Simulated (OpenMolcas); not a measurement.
**Rh⁵⁺ among point charges: CASSCF and CASPT2 levels and susceptibility**

How does a field of 3 point charges split the states of Rh⁵⁺, and what χT follows?

The numbers are computed with OpenMolcas 26.06 (state-averaged CASSCF and CASPT2, spin-orbit coupling by RASSI with atomic mean-field integrals), except any that are marked as measured or tabulated.

### Step 1. What is computed

| Item | Value |
| --- | --- |
| Species | Rh⁵⁺ (rhodium, Z = 45, 40 electrons) |
| Basis | ANO-RCC-VTZP [7s6p4d2f1g], 68 functions |
| Scalar Hamiltonian | DKH2, point nucleus |
| Inactive shells | 1s 2s 2p 3s 3p 3d 4s 4p |
| Active space | 4 electrons in 5 orbitals (4d) |
| Some configurations of this space | 4d⁴ |
| Orbitals | optimised for each spin and parity, averaged over all roots |

Outer shells as boxes (Hund's rule):

4d4
```
4d [↑ ][↑ ][↑ ][↑ ][  ]
```

The ion sits among 3 point charges of -2 e arranged as a planar triangle (D3h), 1.79 Å from the ion.

Each step is its own input file, run in one work folder so that later steps find the files of earlier ones. Labels, J, g values, rates, χT and fits are worked out afterwards by a script from the matrices that RASSI stores.

### Step 2. GATEWAY and SEWARD: basis and integrals

The input, a.inp:

```
&GATEWAY
Coord
1

Rh 0.0 0.0 0.0
Basis=ANO-RCC-VTZP
Group=NoSym
NoMove
AngMom=0.0 0.0 0.0
AMFI
XField
3 Angstrom 0
1.790000 0.000000 0.000000 -2.000000
-0.895000 1.550185 0.000000 -2.000000
-0.895000 -1.550185 0.000000 -2.000000
&SEWARD
```

Command:

```
> OMP_NUM_THREADS=1 MOLCAS_MEM=1689 MOLCAS_PROJECT=a pymolcas a.inp > a.log
```

### Step 3. Reference wave functions, quintets, 5 roots

The input, a.inp:

```
&RASSCF
FileOrb=start.orb
Symmetry=1
Spin=5
nActEl=4 0 0
Inactive=18
Ras2=5
CIRoot=5 5 1
SDav=5
CIMx=300
Iter=120 100
PrWF=0.3
OrbListing=Nothing
MaxOrb=0
>>> COPY $Project.JobIph JOB001
```

start.orb holds the contracted functions of the basis, ordered by shell, or the orbitals of the step before.

### Step 4. CASSCF: triplets, 45 roots

The input, a.inp:

```
&RASSCF
FileOrb=start.orb
Symmetry=1
Spin=3
nActEl=4 0 0
Inactive=18
Ras2=5
CIRoot=45 45 1
SDav=45
CIMx=300
Iter=120 100
PrWF=0.3
OrbListing=Nothing
MaxOrb=0
>>> COPY $Project.JobIph JOB002
```

### Step 5. Reference wave functions, singlets, 50 roots

The input, a.inp:

```
&RASSCF
FileOrb=start.orb
Symmetry=1
Spin=1
nActEl=4 0 0
Inactive=18
Ras2=5
CIRoot=50 50 1
SDav=50
CIMx=300
Iter=120 100
PrWF=0.3
OrbListing=Nothing
MaxOrb=0
>>> COPY $Project.JobIph JOB003
```

### Step 6. State interaction with spin-orbit coupling

The input, a.inp:

```
&RASSI
NrOfJobIphs=3 5 45 50
1 2 3 4 5
1 2 3 4 5 6 7 8 9 10 11 12 13 14 15 16 17 18 19 20 21 22 23 24 25 26 27
28 29 30 31 32 33 34 35 36 37 38 39 40 41 42 43 44 45
1 2 3 4 5 6 7 8 9 10 11 12 13 14 15 16 17 18 19 20 21 22 23 24 25 26 27
28 29 30 31 32 33 34 35 36 37 38 39 40 41 42 43 44 45 46 47 48 49 50
IphNames
JOB001
JOB002
JOB003
EJob
SpinOrbit
DIPRint=1.0
SOCoupling=1000.0
Subsets=2
Property=9
'ANGMOM' 1 'ANGMOM' 2 'ANGMOM' 3 'MLTPL  1' 1 'MLTPL  1' 2 'MLTPL  1' 3
'AMFI' 1 'AMFI' 2 'AMFI' 3
SOProperty=3
'ANGMOM' 1 'ANGMOM' 2 'ANGMOM' 3
```

### Step 7. CASPT2: IPEA 0.25, imaginary shift 0.1 (closed shells correlated: 4s 4p)

The input, a.inp:

```
>>> COPY JOB001 $Project.JobIph
&CASPT2
Multistate=5 1 2 3 4 5
NoMult
Frozen=14
IPEA=0.25
Imaginary=0.1
MaxIter=60
WThr=0.0 0.3 0.05
PrWF=0.5
NoMix
>>> COPY JOB002 $Project.JobIph
&CASPT2
Multistate=45 1 2 3 4 5 6 7 8 9 10 11 12 13 14 15 16 17 18 19 20 21 22
23 24 25 26 27 28 29 30 31 32 33 34 35 36 37 38 39 40 41 42 43 44 45
NoMult
Frozen=14
IPEA=0.25
Imaginary=0.1
MaxIter=60
WThr=0.0 0.3 0.05
PrWF=0.5
NoMix
>>> COPY JOB003 $Project.JobIph
&CASPT2
Multistate=50 1 2 3 4 5 6 7 8 9 10 11 12 13 14 15 16 17 18 19 20 21 22
23 24 25 26 27 28 29 30 31 32 33 34 35 36 37 38 39 40 41 42 43 44 45 46
47 48 49 50
NoMult
Frozen=14
IPEA=0.25
Imaginary=0.1
MaxIter=60
WThr=0.0 0.3 0.05
PrWF=0.5
NoMix
```

(Steps that only read results are left out.)

**Question.** What will these runs give? Wanted: spin-free ground state; first state of the same spin within the active space; lowest level; next level.

**Answer**, as computed:

| quantity | value |
| --- | --- |
| method | SS-CASPT2, IPEA 0.25, imaginary shift 0.1 (closed shells correlated: 4s 4p) |
| spin-free ground state | 5E, 2-fold in its orbital part |
| first state of the same spin within the active space | 5E at 13200 cm⁻¹ |
| lowest level | 1-fold A1 |
| next level | 33.2 cm⁻¹ |
| χT at 300 K | 0.89 cm³ K/mol |
| effective moment at 300 K | 2.67 μB |

Cost by method:

| method | time of its own steps | time with the reference |
| --- | --- | --- |
| A. CASSCF | 25 s | 25 s |
| B. SS-CASPT2, IPEA 0.25, imaginary shift 0.1, +4s 4p | 25 s | 50 s |

Times are of one thread on a shared host.

What this shows: The spin-free ground state (5E) comes to 100 % from free-ion D terms and keeps the highest spin of the shell. χT at 300 K is 0.89, against 3.01 cm³ K/mol for the spin alone, so spin-orbit coupling lowers it. An active space of the d shell alone favours high spin; real ions in strong fields can be low spin. CASPT2 does not keep the components of a term degenerate, and the means are used. The field of point charges can differ much from that of real complexes. With metal d orbitals alone active, the gaps between spin states are rough; where two lie within a few thousand cm-1, their order is open. This is an electrostatic model: the charges have no orbitals.
